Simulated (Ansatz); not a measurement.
**Mg3CrN3: a listed cell, distorted in several ways**

A set of self-consistent runs on Mg3CrN3 under moves of single atoms, further strains and shifts, distortions that keep the symmetry, to map its energy surface near the listed cell.

Program: Ansatz 0.2.0. Level of theory: DFT PBEsol, scalar-relativistic, plane waves, PAW. These are calculated values, not measurements.

### Step 1. Starting point

The structure is hexagonal, space group P6_3/m (No. 176). The conventional cell has a = 6.871 Å, b = 6.871 Å, c = 4.413 Å, α = 90.00°, β = 90.00°, γ = 120.00°. Around Mg (site symmetry m) lie 4 N at 2.12 to 2.21 Å. Around Cr (site symmetry -6) lie 3 N at 1.78 Å. N (site symmetry m) has 1 Cr at 1.78 Å and 4 Mg at 2.12 to 2.21 Å as nearest neighbours.

Structure file:

```
CELL_PARAMETERS angstrom
6.87060 0.00000 0.00000
-3.43530 5.95011 0.00000
0.00000 0.00000 4.41296
ATOMIC_POSITIONS crystal
Mg 0.82804 0.65381 0.25000
Mg 0.82577 0.17196 0.25000
Mg 0.34619 0.17423 0.25000
Mg 0.17196 0.34619 0.75000
Mg 0.17423 0.82804 0.75000
Mg 0.65381 0.82577 0.75000
Cr 0.66667 0.33333 0.75000
Cr 0.33333 0.66667 0.25000
N 0.81769 0.63289 0.75000
N 0.81520 0.18231 0.75000
N 0.36711 0.18480 0.75000
N 0.18231 0.36711 0.25000
N 0.18480 0.81769 0.25000
N 0.63289 0.81520 0.25000
```

The structure comes from the Materials Project (structure only).

### Step 2. A distortion of lower symmetry

The change: strain xx, yy, zz, yz, xz, xy = +1.7, +1.7, +4.7, +0.0, +0.0, +0.0 %; atoms moved by 0.25 Å root mean square, at most 0.29 Å.

input.yaml reads:

```yaml
crystal:
  lattice:
    - [6.9850596582, 0.0, 0.0]
    - [-3.4925298291, 6.049239111, 0.0]
    - [0.0, 0.0, 4.6188718536]
  atoms:
    - { symbol: Mg, position: [0.8668498851, 0.6632413417, 0.2445522683] }
    - { symbol: Mg, position: [0.7963914566, 0.1331501149, 0.2445522683] }
    - { symbol: Mg, position: [0.3367586583, 0.2036085434, 0.2445522683] }
    - { symbol: Mg, position: [0.1331501149, 0.3367586583, 0.7554477317] }
    - { symbol: Mg, position: [0.2036085434, 0.8668498851, 0.7554477317] }
    - { symbol: Mg, position: [0.6632413417, 0.7963914566, 0.7554477317] }
    - { symbol: Cr, position: [0.6666666667, 0.3333333333, 0.7305466126], spin: 0.85 }
    - { symbol: Cr, position: [0.3333333333, 0.6666666667, 0.2694533874], spin: 0.85 }
    - { symbol: "N", position: [0.7969077804, 0.6114295416, 0.6928078132] }
    - { symbol: "N", position: [0.8145217612, 0.2030922196, 0.6928078132] }
    - { symbol: "N", position: [0.3885704584, 0.1854782388, 0.6928078132] }
    - { symbol: "N", position: [0.2030922196, 0.3885704584, 0.3071921868] }
    - { symbol: "N", position: [0.1854782388, 0.7969077804, 0.3071921868] }
    - { symbol: "N", position: [0.6114295416, 0.8145217612, 0.3071921868] }
basis:
  ecutwfc: 420
kpoints:
  mp_grid: { grid: [6, 6, 8] }
hamiltonian:
  xc: pbesol
scf:
  occupations: { method: gaussian, width: 0.1 }
output:
  forces: true
  stress: true
  eigenvalues: true
  populations: true
magnetization:
  spin_polarized: true
```

The run is started by

```
$ ansatz run input.yaml --threads 2 --pin off --max-ram 2662MiB --backend cpu --events-out ev --progress --plain --runs-dir out
```

### Step 3. A single atom displaced

input.yaml reads:

```yaml
crystal:
  lattice:
    - [6.8705955366, 0.0, 0.0]
    - [-3.4352977683, 5.9501102738, 0.0]
    - [0.0, 0.0, 4.412963]
  atoms:
    - { symbol: Mg, position: [0.828039, 0.653808, 0.25] }
    - { symbol: Mg, position: [0.825769, 0.171961, 0.25] }
    - { symbol: Mg, position: [0.346192, 0.174231, 0.25] }
    - { symbol: Mg, position: [0.171961, 0.346192, 0.75] }
    - { symbol: Mg, position: [0.174231, 0.828039, 0.75] }
    - { symbol: Mg, position: [0.653808, 0.825769, 0.75] }
    - { symbol: Cr, position: [0.6666666667, 0.3333333333, 0.75], spin: 0.85 }
    - { symbol: Cr, position: [0.3333333333, 0.6666666667, 0.25], spin: 0.85 }
    - { symbol: "N", position: [0.817689, 0.632893, 0.75] }
    - { symbol: "N", position: [0.815204, 0.182311, 0.75] }
    - { symbol: "N", position: [0.367107, 0.184796, 0.75] }
    - { symbol: "N", position: [0.1949158084, 0.3923166168, 0.25] }
    - { symbol: "N", position: [0.184796, 0.817689, 0.25] }
    - { symbol: "N", position: [0.632893, 0.815204, 0.25] }
basis:
  ecutwfc: 420
kpoints:
  mp_grid: { grid: [6, 6, 8] }
hamiltonian:
  xc: pbesol
scf:
  occupations: { method: gaussian, width: 0.1 }
output:
  forces: true
  stress: true
  eigenvalues: true
  populations: true
magnetization:
  spin_polarized: true
```

### Step 4. A change within the space group

input.yaml reads:

```yaml
crystal:
  lattice:
    - [7.2273168568, 0.0, 0.0]
    - [-3.6136584284, 6.2590399992, 0.0]
    - [0.0, 0.0, 4.244917369]
  atoms:
    - { symbol: Mg, position: [0.8434426049, 0.6644647521, 0.25] }
    - { symbol: Mg, position: [0.8210221471, 0.1565573951, 0.25] }
    - { symbol: Mg, position: [0.3355352479, 0.1789778529, 0.25] }
    - { symbol: Mg, position: [0.1565573951, 0.3355352479, 0.75] }
    - { symbol: Mg, position: [0.1789778529, 0.8434426049, 0.75] }
    - { symbol: Mg, position: [0.6644647521, 0.8210221471, 0.75] }
    - { symbol: Cr, position: [0.6666666667, 0.3333333333, 0.75], spin: 0.85 }
    - { symbol: Cr, position: [0.3333333333, 0.6666666667, 0.25], spin: 0.85 }
    - { symbol: "N", position: [0.8209035087, 0.6518167852, 0.75] }
    - { symbol: "N", position: [0.8309132765, 0.1790964913, 0.75] }
    - { symbol: "N", position: [0.3481832148, 0.1690867235, 0.75] }
    - { symbol: "N", position: [0.1790964913, 0.3481832148, 0.25] }
    - { symbol: "N", position: [0.1690867235, 0.8209035087, 0.25] }
    - { symbol: "N", position: [0.6518167852, 0.8309132765, 0.25] }
basis:
  ecutwfc: 420
kpoints:
  mp_grid: { grid: [6, 6, 8] }
hamiltonian:
  xc: pbesol
scf:
  occupations: { method: gaussian, width: 0.1 }
output:
  forces: true
  stress: true
  eigenvalues: true
  populations: true
magnetization:
  spin_polarized: true
```

### Step 5. A change within the space group

input.yaml reads:

```yaml
crystal:
  lattice:
    - [6.9643104597, 0.0, 0.0]
    - [-3.4821552299, 6.0312697779, 0.0]
    - [0.0, 0.0, 4.7379335953]
  atoms:
    - { symbol: Mg, position: [0.8361091104, 0.6616703576, 0.25] }
    - { symbol: Mg, position: [0.8255612473, 0.1638908896, 0.25] }
    - { symbol: Mg, position: [0.3383296424, 0.1744387527, 0.25] }
    - { symbol: Mg, position: [0.1638908896, 0.3383296424, 0.75] }
    - { symbol: Mg, position: [0.1744387527, 0.8361091104, 0.75] }
    - { symbol: Mg, position: [0.6616703576, 0.8255612473, 0.75] }
    - { symbol: Cr, position: [0.6666666667, 0.3333333333, 0.75], spin: 0.85 }
    - { symbol: Cr, position: [0.3333333333, 0.6666666667, 0.25], spin: 0.85 }
    - { symbol: "N", position: [0.8299487957, 0.6403369528, 0.75] }
    - { symbol: "N", position: [0.8103881571, 0.1700512043, 0.75] }
    - { symbol: "N", position: [0.3596630472, 0.1896118429, 0.75] }
    - { symbol: "N", position: [0.1700512043, 0.3596630472, 0.25] }
    - { symbol: "N", position: [0.1896118429, 0.8299487957, 0.25] }
    - { symbol: "N", position: [0.6403369528, 0.8103881571, 0.25] }
basis:
  ecutwfc: 420
kpoints:
  mp_grid: { grid: [6, 6, 8] }
hamiltonian:
  xc: pbesol
scf:
  occupations: { method: gaussian, width: 0.1 }
output:
  forces: true
  stress: true
  eigenvalues: true
  populations: true
magnetization:
  spin_polarized: true
```

**Question.** What will these runs give? Wanted: for each run, case; energy; pressure; largest force.

The runs gave:

| step | case | energy (meV/atom) | pressure (GPa) | largest force (eV/Å) | gap on the mesh (eV) |
| --- | --- | --- | --- | --- | --- |
|  | listed cell, run earlier | 0 | -3.8 | 0.39 | 0.00 |
| 2 | a distortion of lower symmetry | +240.5 | 1.2 | 1.75 | 0.00 |
| 3 | a single atom displaced | timeout |  |  |  |
| 4 | a change within the space group | +227.9 | -10.6 | 3.51 | 0.00 |
| 5 | a change within the space group | +97.4 | -13.0 | 1.78 | 0.00 |

Energies are counted from the listed cell, with the smearing taken to zero. A gap of 0.00 means none on the mesh at this level.

What this shows: At the listed geometry the pressure is -3.8 GPa and the largest force 0.39 eV/Å: not this functional's equilibrium. The comparable points lie above the listed cell. The costliest is step 2, at 241 meV/atom. Among the distorted cells of the listed formula and level the largest force, 3.51 eV/Å, comes in step 4, shared by 6 atoms. The distorted cells of the listed formula and level show no gap on the mesh.
